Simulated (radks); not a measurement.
# Tl in [Hg] 7s1: an all-electron calculation

Wanted: eigenvalues, radial structure and energy terms of neutral thallium.

The numbers are computed with radks (a radial shooting solver on a logarithmic mesh, Libxc functionals) version 1 (Dirac Kohn-Sham, exchange-only B88, spin-unpolarised, spherical densities, finite nucleus), except any that are marked as measured or tabulated.

## Step 1: What is computed

| Item | Value |
| --- | --- |
| element | thallium (Z = 81) |
| charge | 0 |
| electrons | 81 |
| configuration | [Hg] 7s1 |
| nuclear rms radius | 5.4759 fm |

The outer shells:

Tl
```
[Hg] core
7s [↑ ]
```

## Step 2: The run

The run's settings:

```text
Z 81
configuration [Hg] 7s1 6p0 6d0
relativity Dirac
functional b88,
spin unpolarised
j_filling average
nucleus finite rms 5.4759 fm
c 137.035999084
```

Launch:

```console
$ python run_ks.py task.json out
```

The same process makes all the runs of this session.

**Question.** What will this run give?

As calculated:

| quantity | value |
| --- | --- |
| total energy | -20280.1217 hartree |
| exchange-correlation share of it | 1.87 % |
| −T/E | 1.1580 |
| highest occupied level | 7s1/2, -1.246 eV |
| most extended occupied level | 7s1/2, <r> = 7.92 bohr |
| radius at density 0.001 e/bohr³ | 4.11 bohr |
| maxima of the radial density | 5 |

**Reading.** 7 principal shells are occupied and 5 maxima appear in the radial density; where shells overlap, one shows as a shoulder or not at all. Relativity lifts −T/E to 1.158. This is not the tabulated ground configuration, so its levels and sizes aren't those of the ground state, and no measured value stands beside it.
